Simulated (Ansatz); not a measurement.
One input on several machines: wB97M-V, H20O10 (water cluster)

The runs below are of Ansatz 0.2.0 on an Arm Neoverse N1 node (56 of its 64 cores, memory capped at 64 GiB); a node with four NVIDIA GB300 Max-Q cards and 144 Grace (Neoverse V2) cores; a node with four NVIDIA GB200 cards and 144 Grace (Neoverse V2) cores; a node with eight NVIDIA H100 80GB cards and 96 AMD EPYC 7R13 cores; an Intel Xeon 6975P-C node (Granite Rapids, 96 cores, 192 hardware threads, 360 GiB), one at a time and with no other job on the machine; times are wall-clock times from launch to exit. Times and memory are rounded to two significant figures, and ratios are formed from the unrounded values. A row is a single run, so small differences between rows aren't established. System services beside the runs took up to 5 cores (rounded up). Runs with a thread on every core shared the cores with them. Precision is the program's default, which can work at lower precision in parts of a run. Card memory is the largest of readings taken every 0.4 s, so short peaks can be missed, and it isn't given for runs under about 3 s. It shows what a run took, which needn't be the least that it can run in: the program holds more work at once where threads and free memory allow. Ansatz fits or factors the two-electron integrals of a Gaussian basis by default. It has two schemes, and a run can build a set of factors by either or by both: the log gives each set's size, with a bound on the integrals' error for one scheme and none for the other.

Commands are shown without the flags for output files and display.

* atoms: 30
* electrons: 100
* basis: def2-tzvpd
* basis functions: 580
* integral factors (in one run; the count can differ a little by machine): 2860 (no error bound) and 1219 (error up to 1.3e-5 eV)

Input:

```yaml
crystal:
  periodic: [false, false, false]
  atoms:
    - { symbol: O, position_ang: [0.0000, 0.0000, 0.0000] }
    - { symbol: H, position_ang: [-0.8282, 0.4803, 0.0957] }
    - { symbol: H, position_ang: [0.4057, 0.0481, 0.8711] }
    # ... 26 more atoms, left out here ...
    - { symbol: H, position_ang: [2.6027, 0.0772, -0.8483] }
basis:
  gaussian: { orbitals: def2-tzvpd }
hamiltonian: { xc: { name: wB97M-V } }
scf: { lower_state_search: "off" }
```

```
                       machine share                                                              command  wall time  stage clocks  outside them  CPU time  SCF iterations  threads  host memory (GiB)  fullest card (GiB)          remarks
                           1 × GB200                     ansatz run input.yaml --backend cuda --devices 1      3.7 s         3.0 s        0.65 s   3.0 min              19      144                1.1                 9.7                 
                           1 × GB300                     ansatz run input.yaml --backend cuda --devices 1      7.5 s         6.8 s        0.75 s   3.4 min              19      144                2.1                 6.2                 
144 threads, Grace of the GB200 node                                  ansatz run input.yaml --backend cpu      3.7 s         3.6 s        0.11 s   5.9 min              19      144                4.1                                     
144 threads, Grace of the GB300 node                                  ansatz run input.yaml --backend cpu      3.7 s         3.6 s        0.11 s   5.9 min              19      144                4.2                                     
             56 threads, Neoverse N1  taskset -c 8-63 ansatz run input.yaml --backend cpu --max-ram 64GiB      7.2 s         7.0 s        0.20 s   4.7 min              19       56                4.5                                     
            96 threads, Xeon 6975P-C                                  ansatz run input.yaml --backend cpu      3.4 s         3.3 s        0.14 s   3.8 min              19       96                5.0                      workers unbound
```

The stage clocks are the program's own; these runs have one, the mean-field stage. The mean-field stage is one clock over all work up to the reference state: integrals, SCF, the wait for a card to open. Outside lie the rest of start-up and exit.

SCF iterations count the mean-field evaluations that the program logged over all starts and steps, those after a first convergence included. Functionals ending in -V hold the non-local VV10 term, a sum over pairs of grid points whose cost follows the grid and not the basis.

«workers unbound»: the program didn't bind its workers to cores in this run.

The logs of these runs don't tell the arithmetic, which the program chooses by machine, so the machines needn't compute or store alike.

The runs on cards also kept host threads busy (see the CPU time), so differences between cards can come from their hosts too.

Among these rows the slowest by wall time (1 × GB300, with 56 threads, Neoverse N1 within 5 %) takes 2.2 times as long as the fastest (96 threads, Xeon 6975P-C). Up to 18 % of a wall time lies outside the stage clocks (1 × GB200), so the wall times show the speed at the clocked work only in part. On the stage clocks alone the slowest (56 threads, Neoverse N1, with 1 × GB300 within 5 %) takes 2.3 times as long as the fastest (1 × GB200).

The gap on the stage clocks between 1 × GB300 and 1 × GB200 (6.8 s against 3.0 s) wasn't traced. By the logs the two held 4.0 GiB and 7.9 GiB for the integral factors and their scratch space; the logs don't say why these differ.

**Question.** How long does the same input take on 1 × H100 (ansatz run input.yaml --backend cuda --devices 1)?

**Answer.** 3.5 s, in 19 SCF iterations, about 4 % less than the time on 1 × GB200 (too small a difference for single runs to establish); peak host memory 1.3 GiB, 9.3 GiB on the fullest card. Of the wall time 2.3 s is on the stage clocks and 1.2 s outside. On the stage clocks alone it is 0.77 times that on 1 × GB200 (2.3 s against 3.0 s). The mean-field stage holds the wait for the card to open, which has no clock of its own, so a stage this short says little about the card's speed.
